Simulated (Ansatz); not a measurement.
A nudged elastic band was laid between two geometries of a periodic cell of 22 atoms, H3C18N (surface graphene monolayer, adsorbate NH3).

Method: DFT PBE-D3(BJ), scalar-relativistic, plane waves, PAW (Ansatz). Settings: PAW set soft_1, cutoff 420 eV, k mesh 2x2x1, gaussian smearing 0.05 eV, no spin polarisation.

```yaml
movable_images: 5
climbing_image: yes
spring: 5.0 eV/Å²
optimiser: quadratic models (default)
start_path: IDPP
force_threshold: 0.05 eV/Å
iteration_limit: 30
end_points: relaxed
```

First end point:

```xyz
22
Lattice="7.3980 0.0000 0.0000 -3.6990 6.4069 0.0000 0.0000 0.0000 12.0000" Properties=species:S:1:pos:R:3
C 0.030 -0.043 0.696
C 1.270 0.672 0.697
C -1.212 2.105 0.691
C 0.031 2.822 0.696
C -2.430 4.242 0.690
C -1.212 4.945 0.695
C 2.488 -0.031 0.697
C 3.730 0.686 0.695
C 1.270 2.106 0.696
C 2.488 2.810 0.693
C 0.030 4.228 0.697
C 1.270 4.943 0.698
C 4.969 -0.030 0.697
C 6.187 0.674 0.695
C 3.729 2.093 0.689
C 4.969 2.808 0.685
C 2.488 4.240 0.695
C 3.729 4.957 0.694
N 4.621 2.686 4.000
H 4.746 2.420 4.979
H 4.109 1.917 3.560
H 5.553 2.670 3.583
```

Last end point:

```xyz
22
Lattice="7.3980 0.0000 0.0000 -3.6990 6.4069 0.0000 0.0000 0.0000 12.0000" Properties=species:S:1:pos:R:3
C 0.036 -0.029 0.690
C 1.254 0.673 0.695
C -1.203 2.092 0.696
C 0.037 2.808 0.697
C -2.445 4.240 0.691
C -1.202 4.957 0.696
C 2.496 -0.043 0.697
C 3.736 0.672 0.698
C 1.255 2.105 0.697
C 2.497 2.822 0.695
C 0.037 4.242 0.696
C 1.255 4.945 0.693
C 4.954 -0.031 0.695
C 6.195 0.686 0.694
C 3.736 2.106 0.697
C 4.954 2.809 0.695
C 2.496 4.229 0.689
C 3.736 4.944 0.685
N 3.388 4.822 4.000
H 3.513 4.556 4.979
H 2.876 4.053 3.560
H 4.320 4.806 3.583
```

(1) Which bonds break or form, and what moves?

(2) Give the energies along the band, and the barrier.

(3) What is the geometry of the highest image?

Results:

(1) The atom that moves furthest is H20, by 2.47 Å; four of its nearest neighbours are N19 1.02, H22 1.63, H21 1.63, C16 4.32 Å at the first end and N19 1.02, H22 1.63, H21 1.63, C18 4.32 Å at the last.

(2) It converged. The highest image is number 3 of 0 to 6, 0.003 eV above the ends, which have the same energy within 2 meV. The top lies less than 8 meV above the higher end, about what the thresholds resolve: the motion is nearly free. By the program's own check the climbing image is of a kind that is not told: the force calls were inconclusive, a negative curvature could not be distinguished from the path's own, the only one lies far off the path, or fixed occupations may fill a level only in part (lowest curvatures found: -0.05 and -0.01 eV/Å²). Limits of this set-up: slab without dipole correction.

```csv
image,path coordinate (Å),energy (eV)
0,0.00,0.000
1,0.74,0.001
2,1.47,0.002
3,2.21,0.003
4,2.98,0.001
5,3.76,-0.001
6,4.53,0.000
```

(3) 
```xyz
22
Lattice="7.3980 0.0000 0.0000 -3.6990 6.4069 0.0000 0.0000 0.0000 12.0000" Properties=species:S:1:pos:R:3
C 0.030 -0.037 0.695
C 1.256 0.671 0.696
C -1.217 2.099 0.694
C 0.031 2.820 0.696
C -2.443 4.249 0.689
C -1.218 4.955 0.694
C 2.481 -0.036 0.697
C 3.730 0.684 0.696
C 1.256 2.112 0.696
C 2.481 2.820 0.693
C 0.031 4.235 0.696
C 1.257 4.943 0.696
C 4.956 -0.023 0.697
C 6.181 0.684 0.696
C 3.730 2.099 0.692
C 4.956 2.807 0.689
C 2.482 4.236 0.692
C 3.729 4.956 0.690
N 4.015 3.733 4.025
H 4.171 3.388 4.974
H 3.552 2.974 3.522
H 4.941 3.821 3.602
```

Run time: 11 min on 1 thread of Arm Neoverse V2, with other jobs on the host, peak memory 1 GiB.
